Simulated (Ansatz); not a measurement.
# ClGeH8NSi: the cost of one run

All numbers below are computed with Ansatz 0.2.0 (RKS PBE0/def2-SVP).

1 further run of the same task is left out (it didn't finish).

## 1. The system as given

Bond lengths: Ge1–Cl2 2.570 Å, Ge1–H3 1.550 Å, Ge1–H4 1.549 Å, Ge1–H5 1.549 Å, Ge1–N6 2.210 Å, N6–H7 1.060 Å, N6–Si8 1.820 Å, Si8–H9 1.460 Å, Si8–H10 1.460 Å, Si8–H11 1.460 Å, Si8–H12 1.555 Å. Angles (14 of 23 angles, heavy atoms first): Cl2–Ge1–N6 71.6°, Ge1–N6–Si8 120.0°, Cl2–Ge1–H3 109.5°, Cl2–Ge1–H4 109.5°, Cl2–Ge1–H5 109.5°, H3–Ge1–N6 178.9°, H4–Ge1–N6 70.0°, H5–Ge1–N6 70.0°, Ge1–N6–H7 120.0°, H7–N6–Si8 120.0°, N6–Si8–H9 109.5°, N6–Si8–H10 109.5°, N6–Si8–H11 109.5°, N6–Si8–H12 45.7°.

Structure file:

```xyz
12

Ge    0.0000    0.0000    0.0000
Cl    0.0000    0.0000    2.5700
H     1.4616    0.0000   -0.5162
H    -0.7300    1.2648   -0.5162
H    -0.7300   -1.2648   -0.5162
N    -2.0973    0.0000    0.6969
H    -2.8173   -0.6071    0.2106
Si   -2.5881    1.0424    2.1057
H    -3.2559    0.2206    3.1107
H    -1.4018    1.6591    2.6923
H    -3.5007    2.0851    1.6459
H    -1.4594    0.0000    1.8686
```

## 2. A restrained relaxation towards end A

Springs on the bonds that form and break draw the guess towards this end; the thresholds are loose.

Contents of input.yaml:

```yaml
crystal:
  periodic: [false, false, false]
  atoms:
    - { symbol: Ge, position_ang: [0.0, 0.0, 0.0] }
    - { symbol: Cl, position_ang: [0.0, 0.0, 2.57] }
    - { symbol: H, position_ang: [1.4616, 0.0, -0.5162] }
    - { symbol: H, position_ang: [-0.73, 1.2648, -0.5162] }
    - { symbol: H, position_ang: [-0.73, -1.2648, -0.5162] }
    - { symbol: "N", position_ang: [-2.0973, 0.0, 0.6969] }
    - { symbol: H, position_ang: [-2.8173, -0.6071, 0.2106] }
    - { symbol: Si, position_ang: [-2.5881, 1.0424, 2.1057] }
    - { symbol: H, position_ang: [-3.2559, 0.2206, 3.1107] }
    - { symbol: H, position_ang: [-1.4018, 1.6591, 2.6923] }
    - { symbol: H, position_ang: [-3.5007, 2.0851, 1.6459] }
    - { symbol: H, position_ang: [-1.4594, 0.0, 1.8686] }
basis:
  gaussian: { orbitals: def2-SVP }
hamiltonian:
  xc: pbe0
relax:
  f_tol: 0.15
  max_steps: 25
  restrain:
    - { distance: [0, 5], at: 3.11, k: 30.0 }
    - { distance: [11, 1], at: 2.57, k: 30.0 }
    - { distance: [0, 1], at: 2.22, k: 30.0 }
    - { distance: [11, 5], at: 1.06, k: 30.0 }
```

Started as:

```
$ ansatz run input.yaml --threads 4 --pin off --max-ram 5120MiB --backend cpu --events-out ev --progress --plain --runs-dir out
```

What time and memory should one allow on 4 threads of Arm Neoverse N1, shared host?

About 63 s, with a peak of 0.33 GiB.
